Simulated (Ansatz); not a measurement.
# CH10BNSi2: two geometries relaxed

Aim: relax the geometries before and after the inversion of the pyramid at N3, and see whether they are two minima and how far apart in energy. SMILES of the start: CB(N)[SiH2][SiH3].

Program: Ansatz 0.2.0. Level of theory: RKS PBE0/6-31G*. These are calculated values, not measurements.

## 1. The structure to begin with

Bond lengths: C1–B2 1.523 Å, B2–N3 1.522 Å, B2–Si4 1.994 Å, Si4–Si5 2.197 Å, C1–H6 1.108 Å, C1–H7 1.148 Å, C1–H8 1.126 Å, N3–H9 1.065 Å, N3–H10 1.064 Å, Si4–H11 1.532 Å, Si4–H12 1.422 Å, Si5–H13 1.531 Å, Si5–H14 1.482 Å, Si5–H15 1.448 Å. Angles (14 of 24 angles, heavy atoms first): C1–B2–N3 118.8°, C1–B2–Si4 121.3°, N3–B2–Si4 120.0°, B2–Si4–Si5 108.2°, B2–C1–H6 113.8°, B2–C1–H7 110.1°, B2–C1–H8 112.4°, B2–N3–H9 103.6°, B2–N3–H10 105.1°, B2–Si4–H11 105.5°, B2–Si4–H12 110.7°, Si5–Si4–H11 109.3°, Si5–Si4–H12 112.4°, Si4–Si5–H13 111.0°.

Structure file:

```xyz
15

C    -1.8478    0.0043   -0.5764
B    -0.4892   -0.6816   -0.6364
N    -0.1213   -1.4700   -1.8857
Si    0.8113   -0.5364    0.8682
Si    1.2512    1.5921    1.1912
H    -2.7032   -0.6879   -0.7034
H    -1.9322    0.7858   -1.4134
H    -1.9877    0.5963    0.3714
H     0.8077   -1.0449   -2.1866
H     0.1230   -2.4452   -1.5369
H     0.0824   -1.0942    2.0954
H     1.9821   -1.2960    0.5945
H    -0.0306    2.3791    1.4754
H     2.1444    1.7221    2.3670
H     1.8881    2.1258    0.0052
```

## 2. End point A

input.yaml

```yaml
crystal:
  periodic: [false, false, false]
  atoms:
    - { symbol: C, position_ang: [-1.8478, 0.0043, -0.5764] }
    - { symbol: B, position_ang: [-0.4892, -0.6816, -0.6364] }
    - { symbol: "N", position_ang: [-0.1213, -1.47, -1.8857] }
    - { symbol: Si, position_ang: [0.8113, -0.5364, 0.8682] }
    - { symbol: Si, position_ang: [1.2512, 1.5921, 1.1912] }
    - { symbol: H, position_ang: [-2.7032, -0.6879, -0.7034] }
    - { symbol: H, position_ang: [-1.9322, 0.7858, -1.4134] }
    - { symbol: H, position_ang: [-1.9877, 0.5963, 0.3714] }
    - { symbol: H, position_ang: [0.8077, -1.0449, -2.1866] }
    - { symbol: H, position_ang: [0.123, -2.4452, -1.5369] }
    - { symbol: H, position_ang: [0.0824, -1.0942, 2.0954] }
    - { symbol: H, position_ang: [1.9821, -1.296, 0.5945] }
    - { symbol: H, position_ang: [-0.0306, 2.3791, 1.4754] }
    - { symbol: H, position_ang: [2.1444, 1.7221, 2.367] }
    - { symbol: H, position_ang: [1.8881, 2.1258, 0.0052] }
basis:
  gaussian: { orbitals: "6-31G*" }
hamiltonian:
  xc: pbe0
relax:
  f_tol: 0.015
  max_steps: 40
```

On the command line:

```sh
$ ansatz run input.yaml --threads 2 --pin off --max-ram 3072MiB --backend cpu --events-out ev --progress --plain --runs-dir out
```

What it wrote, shortened:

```text
Warning: RAYON_NUM_THREADS=2 ignored (pool sized by the plan → 2); use --threads N
[...]
Functional definition: PBE0
[...]
1183 factors; integrals over basis functions are off by at most 5.7e-4 eV
[...]
mean field -19109.06466282 eV, -702.2451737695 hartree, gradient 2.7e-5 eV, S^2 0.000000; 0 other end points of the search recorded, 0 dependent functions left out
[...]
reference -19109.06469173 eV, -702.2451748320 hartree; 28, 28 occupied and 75, 75 virtual orbitals, 1183 factors
relax step   1: F+E_penalty+E_count = -19109.06466282 eV  Δ(F+E_penalty+E_count) = +0.000e0 eV  max|allowed force component| = 2.062e0 eV/Å  Δτ_max = 0.0000 Å  (27 SCF iters, accepted)
[...]
relax step   4: F+E_penalty+E_count = -19109.68899746 eV  Δ(F+E_penalty+E_count) = -8.767e-2 eV  max|allowed force component| = 1.003e0 eV/Å  Δτ_max = 0.2000 Å  (28 SCF iters, accepted)
[...]
relax step   7: F+E_penalty+E_count = -19110.42466918 eV  Δ(F+E_penalty+E_count) = -3.410e-1 eV  max|allowed force component| = 1.273e0 eV/Å  Δτ_max = 0.2000 Å  (28 SCF iters, accepted)
[...]
relax step  10: F+E_penalty+E_count = -19110.82573677 eV  Δ(F+E_penalty+E_count) = -2.004e-2 eV  max|allowed force component| = 1.149e0 eV/Å  Δτ_max = 0.1504 Å  (28 SCF iters, accepted)
[...]
relax step  12: F+E_penalty+E_count = -19110.86841758 eV  Δ(F+E_penalty+E_count) = +9.073e-3 eV  max|allowed force component| = 4.218e-1 eV/Å  Δτ_max = 0.1502 Å  (26 SCF iters, rejected (line search))
[...]
relax step  13: F+E_penalty+E_count = -19110.88174471 eV  Δ(F+E_penalty+E_count) = -4.254e-3 eV  max|allowed force component| = 2.754e-1 eV/Å  Δτ_max = 0.0729 Å  (24 SCF iters, accepted)
[...]
1183 factors; integrals over basis functions are off by at most 6.1e-4 eV
mean field -19110.88909670 eV, -702.3122204777 hartree, gradient 8.6e-5 eV, S^2 0.000000; 0 other end points of the search recorded, 0 dependent functions left out
[...]
reference -19110.88912666 eV, -702.3122215788 hartree; 28, 28 occupied and 75, 75 virtual orbitals, 1183 factors
```

## 3. The log goes on: end point A relaxed

The log, continued:

```text
relax step  14: F+E_penalty+E_count = -19110.88909670 eV  Δ(F+E_penalty+E_count) = -7.352e-3 eV  max|allowed force component| = 1.163e-1 eV/Å  Δτ_max = 0.1000 Å  (25 SCF iters, accepted)
these checks for a lower state are left out or cut short: starts, cluster_reference, orbital_swaps, neighbouring_geometries, increment
1183 factors; integrals over basis functions are off by at most 6.1e-4 eV
mean field -19110.89123339 eV, -702.3122989997 hartree, gradient 8.6e-5 eV, S^2 0.000000; 0 other end points of the search recorded, 0 dependent functions left out
the calculation of the forces begins
reference -19110.89126338 eV, -702.3123001018 hartree; 28, 28 occupied and 75, 75 virtual orbitals, 1183 factors
relax step  15: F+E_penalty+E_count = -19110.89123339 eV  Δ(F+E_penalty+E_count) = -2.137e-3 eV  max|allowed force component| = 8.673e-2 eV/Å  Δτ_max = 0.0799 Å  (23 SCF iters, accepted)
these checks for a lower state are left out or cut short: starts, cluster_reference, orbital_swaps, neighbouring_geometries, increment
1183 factors; integrals over basis functions are off by at most 6.0e-4 eV
mean field -19110.89152029 eV, -702.3123095432 hartree, gradient 8.7e-5 eV, S^2 0.000000; 0 other end points of the search recorded, 0 dependent functions left out
the calculation of the forces begins
reference -19110.89155032 eV, -702.3123106469 hartree; 28, 28 occupied and 75, 75 virtual orbitals, 1183 factors
relax step  16: F+E_penalty+E_count = -19110.89152029 eV  Δ(F+E_penalty+E_count) = -2.869e-4 eV  max|allowed force component| = 1.238e-1 eV/Å  Δτ_max = 0.0772 Å  (23 SCF iters, accepted)
these checks for a lower state are left out or cut short: starts, cluster_reference, orbital_swaps, neighbouring_geometries, increment
1183 factors; integrals over basis functions are off by at most 6.0e-4 eV
mean field -19110.89171315 eV, -702.3123166306 hartree, gradient 2.5e-5 eV, S^2 0.000000; 0 other end points of the search recorded, 0 dependent functions left out
the calculation of the forces begins
reference -19110.89174319 eV, -702.3123177347 hartree; 28, 28 occupied and 75, 75 virtual orbitals, 1183 factors
relax step  17: F+E_penalty+E_count = -19110.89171315 eV  Δ(F+E_penalty+E_count) = -1.929e-4 eV  max|allowed force component| = 8.930e-2 eV/Å  Δτ_max = 0.0270 Å  (27 SCF iters, accepted)
these checks for a lower state are left out or cut short: starts, cluster_reference, orbital_swaps, neighbouring_geometries, increment
1183 factors; integrals over basis functions are off by at most 6.0e-4 eV
mean field -19110.89309107 eV, -702.3123672683 hartree, gradient 1.1e-5 eV, S^2 0.000000; 0 other end points of the search recorded, 0 dependent functions left out
the calculation of the forces begins
reference -19110.89312115 eV, -702.3123683736 hartree; 28, 28 occupied and 75, 75 virtual orbitals, 1183 factors
relax step  18: F+E_penalty+E_count = -19110.89309107 eV  Δ(F+E_penalty+E_count) = -1.378e-3 eV  max|allowed force component| = 1.781e-2 eV/Å  Δτ_max = 0.0244 Å  (23 SCF iters, accepted)
these checks for a lower state are left out or cut short: starts, cluster_reference, orbital_swaps, neighbouring_geometries, increment
1183 factors; integrals over basis functions are off by at most 6.0e-4 eV
mean field evaluation 128: about -19110.8723 eV, gradient 6.2e-1 eV
mean field -19110.89325539 eV, -702.3123733068 hartree, gradient 8.3e-6 eV, S^2 0.000000; 0 other end points of the search recorded, 0 dependent functions left out
the calculation of the forces begins
reference -19110.89328549 eV, -702.3123744130 hartree; 28, 28 occupied and 75, 75 virtual orbitals, 1183 factors
relax step  19: F+E_penalty+E_count = -19110.89325539 eV  Δ(F+E_penalty+E_count) = -1.643e-4 eV  max|allowed force component| = 2.778e-2 eV/Å  Δτ_max = 0.0227 Å  (23 SCF iters, accepted)
these checks for a lower state are left out or cut short: starts, cluster_reference, orbital_swaps, neighbouring_geometries, increment
1183 factors; integrals over basis functions are off by at most 6.0e-4 eV
mean field -19110.89346462 eV, -702.3123809960 hartree, gradient 2.6e-5 eV, S^2 0.000000; 0 other end points of the search recorded, 0 dependent functions left out
the calculation of the forces begins
reference -19110.89349476 eV, -702.3123821035 hartree; 28, 28 occupied and 75, 75 virtual orbitals, 1183 factors
relax step  20: F+E_penalty+E_count = -19110.89346462 eV  Δ(F+E_penalty+E_count) = -2.092e-4 eV  max|allowed force component| = 1.448e-2 eV/Å  Δτ_max = 0.0379 Å  (27 SCF iters, accepted)
these checks for a lower state are left out or cut short: starts, cluster_reference, orbital_swaps, neighbouring_geometries, increment
1183 factors; integrals over basis functions are off by at most 6.0e-4 eV
mean field -19110.89355088 eV, -702.3123841659 hartree, gradient 7.9e-6 eV, S^2 0.000000; 0 other end points of the search recorded, 0 dependent functions left out
the calculation of the forces begins
reference -19110.89358104 eV, -702.3123852743 hartree; 28, 28 occupied and 75, 75 virtual orbitals, 1183 factors
relax step  21: F+E_penalty+E_count = -19110.89355088 eV  Δ(F+E_penalty+E_count) = -8.626e-5 eV  max|allowed force component| = 1.696e-2 eV/Å  Δτ_max = 0.0228 Å  (22 SCF iters, accepted)
these checks for a lower state are left out or cut short: starts, cluster_reference, orbital_swaps, neighbouring_geometries, increment
1183 factors; integrals over basis functions are off by at most 6.0e-4 eV
mean field -19110.89361981 eV, -702.3123866990 hartree, gradient 2.6e-5 eV, S^2 0.000000; 0 other end points of the search recorded, 0 dependent functions left out
the calculation of the forces begins
reference -19110.89364999 eV, -702.3123878081 hartree; 28, 28 occupied and 75, 75 virtual orbitals, 1183 factors
relax step  22: F+E_penalty+E_count = -19110.89361981 eV  Δ(F+E_penalty+E_count) = -6.893e-5 eV  max|allowed force component| = 1.413e-2 eV/Å  Δτ_max = 0.0200 Å  (21 SCF iters, accepted)
these checks for a lower state are left out or cut short: starts, cluster_reference, orbital_swaps, neighbouring_geometries, increment
1183 factors; integrals over basis functions are off by at most 6.0e-4 eV
mean field -19110.89366888 eV, -702.3123885024 hartree, gradient 2.7e-5 eV, S^2 0.000000; 0 other end points of the search recorded, 0 dependent functions left out
the calculation of the forces begins
reference -19110.89369908 eV, -702.3123896124 hartree; 28, 28 occupied and 75, 75 virtual orbitals, 1183 factors
relax step  23: F+E_penalty+E_count = -19110.89366888 eV  Δ(F+E_penalty+E_count) = -4.907e-5 eV  max|allowed force component| = 1.023e-2 eV/Å  Δτ_max = 0.0168 Å  (21 SCF iters, accepted)
these checks for a lower state are left out or cut short: starts, cluster_reference, orbital_swaps, neighbouring_geometries, increment
1183 factors; integrals over basis functions are off by at most 6.0e-4 eV
mean field evaluation 160: about -19110.8912 eV, gradient 6.9e-1 eV
mean field -19110.89367609 eV, -702.3123887673 hartree, gradient 1.2e-5 eV, S^2 0.000000; 0 other end points of the search recorded, 0 dependent functions left out
the calculation of the forces begins
reference -19110.89370633 eV, -702.3123898785 hartree; 28, 28 occupied and 75, 75 virtual orbitals, 1183 factors
relax step  24: F+E_penalty+E_count = -19110.89367609 eV  Δ(F+E_penalty+E_count) = -7.207e-6 eV  max|allowed force component| = 1.197e-2 eV/Å  Δτ_max = 0.0220 Å  (22 SCF iters, accepted)
1183 factors; integrals over basis functions are off by at most 6.0e-4 eV
mean field -19110.89367609 eV, -702.3123887673 hartree, gradient 1.2e-5 eV, S^2 0.000000; 1 other end points of the search recorded, 0 dependent functions left out
the calculation of the forces begins
reference -19110.89370633 eV, -702.3123898785 hartree; 28, 28 occupied and 75, 75 virtual orbitals, 1183 factors
Total energy: -19110.89370633 eV, -702.3123898785 hartree
Atom 0 at    -1.941503    -0.178061    -0.605106 Å, force    -0.000763     0.001610    -0.002968 eV/Å
Atom 1 at    -0.480241    -0.776930    -0.594951 Å, force    -0.011416     0.000069    -0.002333 eV/Å
Atom 2 at    -0.023709    -1.545476    -1.666559 Å, force     0.011605    -0.001345    -0.001013 eV/Å
Atom 3 at     0.807770    -0.457267     0.947404 Å, force     0.011975     0.001398     0.002167 eV/Å
Atom 4 at     1.392456     1.799410     1.182334 Å, force    -0.010758     0.000792    -0.000670 eV/Å
Atom 5 at    -2.511078    -0.422246    -1.511874 Å, force     0.008668     0.001305     0.011090 eV/Å
Atom 6 at    -1.920456     0.915694    -0.508904 Å, force    -0.003728    -0.002873    -0.001011 eV/Å
Atom 7 at    -2.516741    -0.539183     0.257693 Å, force     0.001498     0.001996    -0.001552 eV/Å
Atom 8 at     0.895765    -1.959298    -1.715509 Å, force    -0.003714     0.000274     0.000291 eV/Å
Atom 9 at    -0.595882    -1.744164    -2.477519 Å, force    -0.002139     0.000828    -0.001216 eV/Å
Atom 10 at     0.227338    -0.891136     2.258007 Å, force    -0.000237     0.000734    -0.002533 eV/Å
Atom 11 at     2.084385    -1.226909     0.776942 Å, force    -0.002017    -0.006963    -0.000003 eV/Å
Atom 12 at     0.177927     2.637083     1.415487 Å, force     0.002736     0.005304    -0.000277 eV/Å
Atom 13 at     2.325713     2.024845     2.325285 Å, force    -0.001577    -0.001736    -0.002361 eV/Å
Atom 14 at     2.056456     2.312938    -0.053230 Å, force    -0.000131    -0.001393     0.002388 eV/Å
Dipole moment:    -0.121562    -0.312352    -0.477694 e Å
```

It took 85 s on 2 threads of AMD EPYC 7R43 (Zen 3), shared host; peak memory 0.25 GiB.

Relaxation path:

| step | energy from step 1 (eV) | largest force component (eV/Å) |
| --- | --- | --- |
| 1 | 0.0000 | 2.0624 |
| 2 | -0.4683 | 0.8246 |
| 3 | -0.5367 | 0.4143 |
| 4 | -0.6243 | 1.0025 |
| 5 | -0.7393 | 1.8883 |
| 6 | -1.0190 | 2.1274 |
| 7 | -1.3600 | 1.2731 |
| 8 | -1.6351 | 1.3662 |
| 9 | -1.7410 | 0.7643 |
| 10 | -1.7611 | 1.1487 |
| 11 | -1.8128 | 0.1890 |
| 12x | -1.8038 | 0.4218 |
| 13 | -1.8171 | 0.2754 |
| 14 | -1.8244 | 0.1163 |
| 15 | -1.8266 | 0.0867 |
| 16 | -1.8269 | 0.1238 |
| 17 | -1.8270 | 0.0893 |
| 18 | -1.8284 | 0.0178 |
| 19 | -1.8286 | 0.0278 |
| 20 | -1.8288 | 0.0145 |
| 21 | -1.8289 | 0.0170 |
| 22 | -1.8290 | 0.0141 |
| 23 | -1.8290 | 0.0102 |
| 24 | -1.8290 | 0.0120 |

Step 1 is the start. 1 step was tried and not accepted (marked x).

After: Bond lengths: C1–B2 1.579 Å, B2–N3 1.396 Å, B2–Si4 2.035 Å, Si4–Si5 2.343 Å, C1–H6 1.098 Å, C1–H7 1.098 Å, C1–H8 1.098 Å, N3–H9 1.009 Å, N3–H10 1.012 Å, Si4–H11 1.498 Å, Si4–H12 1.500 Å, Si5–H13 1.494 Å, Si5–H14 1.493 Å, Si5–H15 1.494 Å. Angles (14 of 24 angles, heavy atoms first): C1–B2–N3 120.4°, C1–B2–Si4 122.1°, N3–B2–Si4 117.5°, B2–Si4–Si5 112.7°, B2–C1–H6 113.6°, B2–C1–H7 111.1°, B2–C1–H8 110.8°, B2–N3–H9 124.1°, B2–N3–H10 122.6°, B2–Si4–H11 111.9°, B2–Si4–H12 111.8°, Si5–Si4–H11 106.7°, Si5–Si4–H12 107.0°, Si4–Si5–H13 110.7°.

## 4. Relaxing end B

The second end starts from a geometry with the move made by hand.

input.yaml: that of step 2 with these lines changed.

```diff
@@ -11,4 +11,4 @@
     - { symbol: H, position_ang: [-1.9877, 0.5963, 0.3714] }
-    - { symbol: H, position_ang: [0.8077, -1.0449, -2.1866] }
-    - { symbol: H, position_ang: [0.123, -2.4452, -1.5369] }
+    - { symbol: H, position_ang: [-0.24966, -0.76566, -2.6742] }
+    - { symbol: H, position_ang: [-0.91051, -2.17226, -2.0135] }
     - { symbol: H, position_ang: [0.0824, -1.0942, 2.0954] }
@@ -25 +25,3 @@
   max_steps: 40
+output:
+  orbitals: {}
```

On the command line:

```sh
$ ansatz run input.yaml --threads 2 --pin off --max-ram 3072MiB --backend cpu --events-out ev --progress --plain --runs-dir out
```

What it wrote, shortened:

```text
Warning: RAYON_NUM_THREADS=2 ignored (pool sized by the plan → 2); use --threads N
[...]
Functional definition: PBE0
[...]
1183 factors; integrals over basis functions are off by at most 5.8e-4 eV
[...]
mean field -19109.00481526 eV, -702.2429744123 hartree, gradient 8.1e-5 eV, S^2 0.000000; 0 other end points of the search recorded, 0 dependent functions left out
[...]
reference -19109.00484407 eV, -702.2429754709 hartree; 28, 28 occupied and 75, 75 virtual orbitals, 1183 factors
relax step   1: F+E_penalty+E_count = -19109.00481526 eV  Δ(F+E_penalty+E_count) = +0.000e0 eV  max|allowed force component| = 2.201e0 eV/Å  Δτ_max = 0.0000 Å  (26 SCF iters, accepted)
[...]
relax step   4: F+E_penalty+E_count = -19109.58371404 eV  Δ(F+E_penalty+E_count) = -8.313e-2 eV  max|allowed force component| = 7.495e-1 eV/Å  Δτ_max = 0.1995 Å  (29 SCF iters, accepted)
[...]
relax step   7: F+E_penalty+E_count = -19110.26868864 eV  Δ(F+E_penalty+E_count) = -2.878e-1 eV  max|allowed force component| = 1.533e0 eV/Å  Δτ_max = 0.2000 Å  (27 SCF iters, accepted)
[...]
relax step  10: F+E_penalty+E_count = -19110.84881410 eV  Δ(F+E_penalty+E_count) = -9.836e-2 eV  max|allowed force component| = 3.895e-1 eV/Å  Δτ_max = 0.2000 Å  (27 SCF iters, accepted)
[...]
relax step  12: F+E_penalty+E_count = -19110.83617262 eV  Δ(F+E_penalty+E_count) = +3.602e-2 eV  max|allowed force component| = 9.021e-1 eV/Å  Δτ_max = 0.1949 Å  (26 SCF iters, rejected (line search))
[...]
relax step  13: F+E_penalty+E_count = -19110.87877906 eV  Δ(F+E_penalty+E_count) = -6.589e-3 eV  max|allowed force component| = 1.112e-1 eV/Å  Δτ_max = 0.0975 Å  (27 SCF iters, accepted)
[...]
1183 factors; integrals over basis functions are off by at most 6.0e-4 eV
mean field -19110.88734650 eV, -702.3121561593 hartree, gradient 9.0e-5 eV, S^2 0.000000; 0 other end points of the search recorded, 0 dependent functions left out
[...]
reference -19110.88737663 eV, -702.3121572665 hartree; 28, 28 occupied and 75, 75 virtual orbitals, 1183 factors
```

## 5. The log goes on: end point B relaxed

The log, continued, shortened:

```text
relax step  14: F+E_penalty+E_count = -19110.88734650 eV  Δ(F+E_penalty+E_count) = -8.567e-3 eV  max|allowed force component| = 4.097e-2 eV/Å  Δτ_max = 0.1000 Å  (24 SCF iters, accepted)
[...]
relax step  16: F+E_penalty+E_count = -19110.89067860 eV  Δ(F+E_penalty+E_count) = -3.332e-3 eV  max|allowed force component| = 1.720e-2 eV/Å  Δτ_max = 0.0732 Å  (26 SCF iters, accepted)
[...]
relax step  18: F+E_penalty+E_count = -19110.89243644 eV  Δ(F+E_penalty+E_count) = -5.534e-4 eV  max|allowed force component| = 7.275e-2 eV/Å  Δτ_max = 0.0229 Å  (27 SCF iters, accepted)
[...]
relax step  20: F+E_penalty+E_count = -19110.89338446 eV  Δ(F+E_penalty+E_count) = -3.506e-4 eV  max|allowed force component| = 4.143e-2 eV/Å  Δτ_max = 0.0289 Å  (26 SCF iters, accepted)
[...]
Atom 5 at    -2.767828    -0.263849    -1.391719 Å, force     0.000663    -0.000326     0.000203 eV/Å
Atom 6 at    -2.054665     1.025098    -0.405429 Å, force    -0.002835     0.003133     0.000178 eV/Å
Atom 7 at    -2.620736    -0.438326     0.367030 Å, force    -0.001308    -0.000438    -0.000885 eV/Å
Atom 8 at     0.576976    -1.843014    -1.963445 Å, force     0.000041    -0.000165     0.001560 eV/Å
Atom 9 at    -0.965429    -1.555311    -2.587866 Å, force    -0.000458     0.001368     0.000350 eV/Å
Atom 10 at     0.249752    -1.012408     2.097335 Å, force     0.000803     0.001211    -0.000015 eV/Å
Atom 11 at     1.984918    -1.261071     0.460642 Å, force    -0.000491    -0.000188    -0.000228 eV/Å
Atom 12 at     0.175342     2.571178     1.486502 Å, force    -0.000385     0.000750    -0.001259 eV/Å
Atom 13 at     2.363023     1.879650     2.225715 Å, force     0.000959    -0.001927    -0.002396 eV/Å
Atom 14 at     1.960162     2.326408    -0.108812 Å, force    -0.000558     0.000097     0.000915 eV/Å
Dipole moment:    -0.164554    -0.281167    -0.485877 e Å
```

Run time: 89 s. Hardware: 2 threads of AMD EPYC 7R43 (Zen 3), shared host; peak memory 0.25 GiB.

The steps of the relaxation:

| step | energy from step 1 (eV) | largest force component (eV/Å) |
| --- | --- | --- |
| 1 | 0.0000 | 2.2010 |
| 2 | -0.4531 | 0.7918 |
| 3 | -0.4958 | 0.5301 |
| 4 | -0.5789 | 0.7495 |
| 5 | -0.7697 | 1.0377 |
| 6 | -0.9761 | 1.4978 |
| 7 | -1.2639 | 1.5335 |
| 8 | -1.5596 | 1.0369 |
| 9 | -1.7456 | 0.5141 |
| 10 | -1.8440 | 0.3895 |
| 11 | -1.8674 | 0.1243 |
| 12x | -1.8314 | 0.9021 |
| 13 | -1.8740 | 0.1112 |
| 14 | -1.8825 | 0.0410 |
| 15x | -1.8803 | 0.4045 |
| 16 | -1.8859 | 0.0172 |
| 17 | -1.8871 | 0.0969 |
| 18 | -1.8876 | 0.0728 |
| 19 | -1.8882 | 0.0513 |
| 20 | -1.8886 | 0.0414 |
| 21 | -1.8887 | 0.0190 |
| 22 | -1.8888 | 0.0045 |

Step 1 is the start. 2 steps were tried and not accepted (marked x).

After: Bond lengths: C1–B2 1.579 Å, B2–N3 1.396 Å, B2–Si4 2.035 Å, Si4–Si5 2.343 Å, C1–H6 1.098 Å, C1–H7 1.098 Å, C1–H8 1.098 Å, N3–H9 1.009 Å, N3–H10 1.012 Å, Si4–H11 1.498 Å, Si4–H12 1.500 Å, Si5–H13 1.494 Å, Si5–H14 1.493 Å, Si5–H15 1.494 Å. Angles (14 of 24 angles, heavy atoms first): C1–B2–N3 120.5°, C1–B2–Si4 121.9°, N3–B2–Si4 117.6°, B2–Si4–Si5 112.7°, B2–C1–H6 113.6°, B2–C1–H7 110.9°, B2–C1–H8 110.9°, B2–N3–H9 124.1°, B2–N3–H10 122.6°, B2–Si4–H11 111.6°, B2–Si4–H12 111.9°, Si5–Si4–H11 106.7°, Si5–Si4–H12 107.3°, Si4–Si5–H13 110.7°.

## 6. Summary of results

```
                           quantity                     value
                              end A  22 moves, 1.829 eV lower
                              end B  19 moves, 1.889 eV lower
largest difference between the ends                    0.05 Å
            end B relative to end A                 +0.000 eV
```

What this shows: Both starts fell into the same minimum (no atom differs by more than 0.05 Å), so from this start no second minimum was found and no band was run; another arrangement could still be one.
